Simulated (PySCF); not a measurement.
**CBrF (SMILES F[C]Br): UM06-2X/STO-3G**

Aim: the vertical triplet–singlet gap of CBrF at UM06-2X/STO-3G, from 2 runs. The job is set up through a Python script.

The calculation is run with PySCF 2.14.0.

10 further runs of the same task are left out: 1 that didn't finish, 9 set aside as unsound or not needed.

### Step 1. The structure to begin with

CBrF has 3 atoms, charge 0, and is taken as a triplet. As SMILES, `F[C]Br`. The coordinates come from a GFN2-xTB relaxation.

Bond lengths: F1–C2 1.319 Å, C2–Br3 1.810 Å. Angles: F1–C2–Br3 124.5°.

### Step 2. The energy at UM06-2X/STO-3G

run.py

```python
# F[C]Br
from pyscf import gto, dft

mol = gto.M(
    atom=[
    ('F', (0.230030, 1.270470, 0.267290)),
    ('C', (-0.411350, 0.216990, -0.201130)),
    ('Br', (0.181320, -1.487460, -0.066150)),
],
    verbose=3,
    max_memory=1860,
    basis='sto-3g',
    spin=2,
)

myscf = dft.UKS(mol, xc='m06-2x')
myscf.grids.level = 5
myscf.conv_tol = 1e-10
myscf.kernel()
if not myscf.converged:
    myscf = myscf.newton().run(myscf.mo_coeff, myscf.mo_occ)

energy = myscf.e_tot
print('Final energy', energy)
```

On the command line:

```
OMP_NUM_THREADS=1 python run.py
```

Output:

```text
WARN: HOMO -0.142090066627775 >= LUMO -0.314694202571717

converged SCF energy = -2681.92098696273  <S^2> = 2.0033026  2S+1 = 3.0022009
Final energy -2681.9209869627275
```

Run time: 9 s. Hardware: 1 thread of Arm Neoverse V1, shared host; peak memory 0.25 GiB.

### Step 3. The singlet at the same level

job.py

```python
from pyscf import gto, dft

molecule = gto.Mole()
molecule.atom = 'F 0.230030 1.270470 0.267290; C -0.411350 0.216990 -0.201130; Br 0.181320 -1.487460 -0.066150'
molecule.charge = 0
molecule.verbose = 4
molecule.spin = 0
molecule.max_memory = 1860
molecule.basis = 'sto-3g'
molecule.build()

myscf = dft.RKS(molecule, xc='m06-2x')
myscf.conv_tol = 1e-10
myscf.grids.level = 5
myscf.kernel()
if not myscf.converged:
    myscf = myscf.newton().run(myscf.mo_coeff, myscf.mo_occ)

e_final = myscf.e_tot
print('E(%s) = %.9f' % ('M06-2X', e_final))
```

On the command line:

```
OMP_NUM_THREADS=1 python job.py
```

Output:

```text
PySCF version 2.14.0

[INPUT] num. atoms = 3
[INPUT] num. electrons = 50
[INPUT] charge = 0
[INPUT] spin (= nelec alpha-beta = 2S) = 0
[INPUT] symmetry False subgroup None
[INPUT] Mole.unit = angstrom
[INPUT] Symbol           X                Y                Z      unit          X                Y                Z       unit  Magmom
[INPUT]  1 F      0.230030000000   1.270470000000   0.267290000000 AA    0.434693700434   2.400840349476   0.505104895835 Bohr   0.0
[INPUT]  2 C     -0.411350000000   0.216990000000  -0.201130000000 AA   -0.777338841340   0.410051671769  -0.380080615434 Bohr   0.0
[INPUT]  3 Br     0.181320000000  -1.487460000000  -0.066150000000 AA    0.342645140906  -2.810892021246  -0.125005383140 Bohr   0.0

nuclear repulsion = 143.063748277417
number of shells = 14
number of NR pGTOs = 84
number of NR cGTOs = 28
basis = sto-3g
ecp = {}

******** <class 'pyscf.dft.rks.RKS'> ********
method = RKS
initial guess = minao
damping factor = 0
level_shift factor = 0
DIIS = <class 'pyscf.scf.diis.CDIIS'>
diis_start_cycle = 1
diis_space = 8
diis_damp = 0
SCF conv_tol = 1e-10
SCF conv_tol_grad = None
SCF max_cycles = 50
direct_scf = True
direct_scf_tol = 1e-13
XC library pyscf.dft.libxc version 7.0.0
    S. Lehtola, C. Steigemann, M. J.T. Oliveira, and M. A.L. Marques.,  SoftwareX 7, 1–5 (2018)
XC functionals = m06-2x
    Y. Zhao and D. G. Truhlar.,  Theor. Chem. Acc. 120, 215 (2008)
    Y. Zhao and D. G. Truhlar.,  Theor. Chem. Acc. 120, 215 (2008)
radial grids:
    Treutler-Ahlrichs [JCP 102, 346 (1995); DOI:10.1063/1.469408] (M4) radial grids

becke partition: Becke, JCP 88, 2547 (1988); DOI:10.1063/1.454033
pruning grids: <function nwchem_prune>
grids dens level: 5
symmetrized grids: False
atomic radii adjust function: <function treutler_atomic_radii_adjust>
small_rho_cutoff = 0
Set gradient conv threshold to 1e-05
Initial guess from minao.
tot grids = 131592
init E= -2678.63461373338
  HOMO = -0.314694202571713  LUMO = -0.142090066627772  gap/eV = 4.69680
cycle= 1 E= -2681.83013581349  delta_E= -3.2  |g|= 0.479  |ddm|= 2.54
  HOMO = -0.190097960199005  LUMO = -0.030510294945747  gap/eV = 4.34260
cycle= 2 E= -2681.8154357961  delta_E= 0.0147  |g|= 0.577  |ddm|= 1.77
  HOMO = -0.159755542709079  LUMO = 0.0740879404759459  gap/eV = 6.36321
cycle= 3 E= -2681.93964950379  delta_E= -0.124  |g|= 0.015  |ddm|= 0.854
  HOMO = -0.161191632122083  LUMO = 0.0798328650736709  gap/eV = 6.55861
cycle= 4 E= -2681.93989014919  delta_E= -0.000241  |g|= 0.00755  |ddm|= 0.0776
  HOMO = -0.160787680985588  LUMO = 0.0807944777460715  gap/eV = 6.57379
cycle= 5 E= -2681.93992789183  delta_E= -3.77e-05  |g|= 0.00329  |ddm|= 0.0218
  HOMO = -0.160991479455998  LUMO = 0.0803400114166551  gap/eV = 6.56696
cycle= 6 E= -2681.93993764007  delta_E= -9.75e-06  |g|= 0.000225  |ddm|= 0.0173
  HOMO = -0.160935837748668  LUMO = 0.0804209594549613  gap/eV = 6.56765
cycle= 7 E= -2681.93993771097  delta_E= -7.09e-08  |g|= 3e-05  |ddm|= 0.0014
  HOMO = -0.16093828366008  LUMO = 0.0804110947799379  gap/eV = 6.56745
cycle= 8 E= -2681.939937712  delta_E= -1.04e-09  |g|= 2.79e-06  |ddm|= 0.000187
  HOMO = -0.160937884868076  LUMO = 0.0804121434618824  gap/eV = 6.56747
cycle= 9 E= -2681.93993771202  delta_E= -1.36e-11  |g|= 3.04e-07  |ddm|= 1.4e-05
  HOMO = -0.160937890763019  LUMO = 0.0804121659956799  gap/eV = 6.56747
Extra cycle  E= -2681.93993771201  delta_E= 4.55e-12  |g|= 8.16e-08  |ddm|= 9.08e-07
converged SCF energy = -2681.93993771201
E(M06-2X) = -2681.939937712
```

It took 4.5 s on 1 thread of Arm Neoverse V1, shared host; peak memory 0.23 GiB.

### Step 4. Outcome

At UM06-2X/STO-3G:

| quantity | value |
| --- | --- |
| triplet: total energy | -2681.92099 Eh |
| triplet: dipole moment | 0.30 D |
| triplet: HOMO energy (highest over α and β) | -4.01 eV |
| triplet: LUMO energy (lowest over α and β) | 1.80 eV |
| triplet: ⟨S²⟩ | 2.003 |
| singlet: total energy | -2681.93994 Eh |
| singlet: dipole moment | 1.43 D |
| singlet: HOMO energy | -4.38 eV |
| singlet: LUMO energy | 2.19 eV |
| singlet: HOMO–LUMO gap | 6.57 eV |
| vertical energy of the singlet above the triplet | -0.516 eV |

What this shows: At this shape the singlet lies 0.52 eV (49.8 kJ/mol) below the triplet. In a minimal basis such a difference can be off by several eV, whatever the method. Mulliken charges (triplet) run from -0.04 on F1 to +0.07 on Br3; they depend strongly on the basis.
